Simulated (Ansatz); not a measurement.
# C2H7NSi (SMILES NC1C[SiH2]1): HF/def2-SVP

What is the vertical ionisation energy of C2H7NSi at HF/def2-SVP? 

Program for the calculation: Ansatz 0.2.0.

61 further runs of the same task are left out: 61 set aside as unsound or not needed.

## Step 1: Starting point

C2H7NSi: 11 atoms, total charge 0, spin state singlet. As SMILES, `NC1C[SiH2]1`. The shape is that of a PBE0-D4/def2-TZVP optimisation. This is one conformer, not always the lowest.

Bond lengths: N1–C2 1.437 Å, C2–C3 1.539 Å, C2–Si4 1.862 Å, C3–Si4 1.848 Å, N1–H5 1.011 Å, N1–H6 1.014 Å, C2–H7 1.094 Å, C3–H8 1.085 Å, C3–H9 1.086 Å, Si4–H10 1.479 Å, Si4–H11 1.476 Å. Some angles: N1–C2–C3 114.5°, N1–C2–Si4 118.4°, C3–C2–Si4 65.0°, C2–C3–Si4 65.9°, C2–Si4–C3 49.0°, N1–C2–H7 118.0°, C3–C2–H7 113.0°, Si4–C2–H7 116.4°, C2–N1–H5 111.6°, C2–N1–H6 111.3°.

## Step 2: The energy at HF/def2-SVP

Input file run.yaml:

```yaml
crystal:
  periodic: [false, false, false]
  atoms:
    - {symbol: "N", position_ang: [-1.337200, 0.826100, -0.314200]}
    - {symbol: C, position_ang: [0.048100, 0.587400, -0.015100]}
    - {symbol: C, position_ang: [0.296100, -0.519700, 1.025200]}
    - {symbol: Si, position_ang: [0.845000, -0.955900, -0.685100]}
    - {symbol: H, position_ang: [-1.450400, 1.288300, -1.206000]}
    - {symbol: H, position_ang: [-1.774000, 1.401500, 0.397500]}
    - {symbol: H, position_ang: [0.701400, 1.454200, 0.118600]}
    - {symbol: H, position_ang: [1.025100, -0.311700, 1.801300]}
    - {symbol: H, position_ang: [-0.607900, -0.997000, 1.390600]}
    - {symbol: H, position_ang: [2.288700, -0.939900, -1.005500]}
    - {symbol: H, position_ang: [0.030300, -1.890100, -1.486800]}
basis:
  gaussian: {orbitals: def2-SVP}
accuracy: high
hamiltonian: {xc: hf}
output: {orbitals: {seedname: orbitals}}
```

Command:

```bash
$ ansatz run run.yaml --threads 1 --pin off --max-ram 3480MiB --events-out events.jsonl --progress --plain --runs-dir runs
```

What it wrote:

```text
Warning: RAYON_NUM_THREADS=1 ignored (pool sized by the plan → 1); use --threads N
Functional definition: HF
  name "HF"
  exchange = exact_x
  correlation = 0
2284 factors; integrals over basis functions are off by at most 3.9e-9 eV
mean field evaluation 1: about -11505.7904 eV, gradient 3.3e1 eV
mean field evaluation 2: about -11505.7958 eV, gradient 3.3e1 eV
mean field evaluation 4: about -11508.7472 eV, gradient 3.4e0 eV
mean field evaluation 8: about -11508.7875 eV, gradient 1.5e-4 eV
mean field -11508.78749047 eV, -422.9401393385 hartree, gradient 2.1e-8 eV, S^2 0.000000; 0 other end points of the search recorded, 0 dependent functions left out
reference -11508.78749047 eV, -422.9401393385 hartree; 20, 20 occupied and 75, 75 virtual orbitals, 2284 factors
Total energy: -11508.78749047 eV, -422.9401393385 hartree
```

It took 3 s on 1 thread of Arm Neoverse V2, shared host; peak memory 0.28 GiB.

## Step 3: The doublet cation, same level

run.yaml, as its differences from that of step 2:

```diff
@@ -15,5 +15,11 @@
 basis:
-  gaussian: {orbitals: def2-SVP}
+  gaussian:
+    orbitals: def2-SVP
+hamiltonian:
+  xc: hf
+total_charge: 1
 accuracy: high
-hamiltonian: {xc: hf}
 output: {orbitals: {seedname: orbitals}}
+magnetization:
+  spin_polarized: true
+  initial_magnetization: 1
```

Command:

```bash
$ ansatz run run.yaml --threads 1 --pin off --max-ram 3480MiB --events-out events.jsonl --progress --plain --runs-dir runs
```

What it wrote:

```text
Warning: RAYON_NUM_THREADS=1 ignored (pool sized by the plan → 1); use --threads N
[... 4 set-up lines as earlier in the session ...]
2286 factors; integrals over basis functions are off by at most 3.6e-9 eV
mean field evaluation 1: about -11496.2462 eV, gradient 3.0e1 eV
mean field evaluation 2: about -11496.2520 eV, gradient 3.0e1 eV
mean field evaluation 4: about -11500.7645 eV, gradient 2.6e0 eV
mean field evaluation 8: about -11500.8361 eV, gradient 2.0e-1 eV
mean field evaluation 16: about -11500.8409 eV, gradient 7.2e-7 eV
mean field evaluation 32: about -11500.0961 eV, gradient 1.9e0 eV
mean field evaluation 64: about -11500.7980 eV, gradient 5.7e-2 eV
mean field -11500.84087201 eV, -422.6481064965 hartree, gradient 2.2e-8 eV, S^2 0.760306; 1 other end points of the search recorded, 0 dependent functions left out
reference -11500.84087201 eV, -422.6481064965 hartree; 20, 19 occupied and 75, 76 virtual orbitals, 2286 factors
Total energy: -11500.84087201 eV, -422.6481064965 hartree
```

It took 8.1 s on 1 thread of Arm Neoverse V2, shared host; peak memory 0.35 GiB.

## Step 4: Summary of results

Level: HF/def2-SVP.

```
                                          quantity          value
                     singlet C2H7NSi: total energy  -422.94014 Eh
                      singlet C2H7NSi: HOMO energy       -9.04 eV
                      singlet C2H7NSi: LUMO energy        4.10 eV
                    singlet C2H7NSi: HOMO–LUMO gap       13.14 eV
                      doublet cation: total energy  -422.64811 Eh
doublet cation: HOMO energy (highest over α and β)      -16.43 eV
 doublet cation: LUMO energy (lowest over α and β)       -6.91 eV
                              doublet cation: ⟨S²⟩          0.760
vertical ionisation energy (to the doublet cation)       7.947 eV
```

In words: Removing an electron at fixed nuclei costs 7.95 eV (183 kcal/mol). −ε(HOMO) before ionisation, 9.04 eV, is 1.09 eV above this ionisation energy.
